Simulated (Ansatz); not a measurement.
# AlB2Sb3: the cost of one run

Computed with Ansatz 0.2.0 (DFT PBE, scalar-relativistic, plane waves, PAW, unless a step's input says otherwise).

1 further run of the same task is left out (it didn't finish).

## 1. The structure to begin with

The structure is hexagonal, space group P-6m2 (No. 187). Conventional cell: a = 4.053 Å, b = 4.053 Å, c = 9.100 Å, α = 90.00°, β = 90.00°, γ = 120.00°. Around Al (site symmetry -6m2) lie 5 Sb at 2.15 to 2.34 Å and 3 B at 2.34 Å. Around B (site symmetry -6m2) lie 3 Sb at 2.34 Å and 3 Al at 2.34 Å. Around B (site symmetry -6m2) lie 2 Sb at 2.40 Å. Sb (site symmetry 3m) has 1 Al at 2.15 Å and 1 B at 2.40 Å as nearest neighbours. Sb (site symmetry -6m2) is surrounded by 3 B at 2.34 Å and 3 Al at 2.34 Å.

As a file:

```cif
data_structure
_symmetry_space_group_name_H-M 'P 1'
_symmetry_Int_Tables_number 1
_cell_length_a 4.0525
_cell_length_b 4.0525
_cell_length_c 9.1002
_cell_angle_alpha 90.000
_cell_angle_beta 90.000
_cell_angle_gamma 120.000
_cell_volume 129.43
loop_
_atom_site_label
_atom_site_type_symbol
_atom_site_fract_x
_atom_site_fract_y
_atom_site_fract_z
_atom_site_occupancy
Al1 Al 0.00000 0.00000 0.00000 1
B1 B 0.33333 0.66667 0.00000 1
B2 B 0.00000 0.00000 0.50000 1
Sb1 Sb 0.00000 0.00000 0.76409 1
Sb2 Sb 0.00000 0.00000 0.23591 1
Sb3 Sb 0.66667 0.33333 0.00000 1
```

Recipe of the guess: random cell by space group and Wyckoff sites (P-6m2, No. 187). Its size is a rough estimate.

## 2. Probe: one point on a coarse mesh

Contents of input.yaml:

```yaml
crystal:
  lattice:
    - [4.05250964, 0.0, 0.0]
    - [-2.02625482, 3.50957629, 0.0]
    - [0.0, 0.0, 9.10019878]
  atoms:
    - { symbol: Al, position: [0.0, 0.0, 0.0] }
    - { symbol: B, position: [0.33333333, 0.66666667, 0.0] }
    - { symbol: B, position: [0.0, 0.0, 0.5] }
    - { symbol: Sb, position: [0.0, 0.0, 0.76408786] }
    - { symbol: Sb, position: [0.0, 0.0, 0.23591214] }
    - { symbol: Sb, position: [0.66666667, 0.33333333, 0.0] }
basis:
  ecutwfc: 420
kpoints:
  mp_grid: { grid: [6, 6, 2] }
hamiltonian:
  xc: pbe
scf:
  occupations: { method: gaussian, width: 0.1 }
  lower_state_search: "off"
output:
  forces: true
  stress: true
  eigenvalues: true
```

Started as:

```
> ansatz run input.yaml --threads 1 --pin off --max-ram 2560MiB --backend cpu --events-out ev --progress --plain --runs-dir out
```

What time and memory should one allow on 1 thread of Arm Neoverse V2, shared host?

About 6.1 s, with a peak of 0.34 GiB.
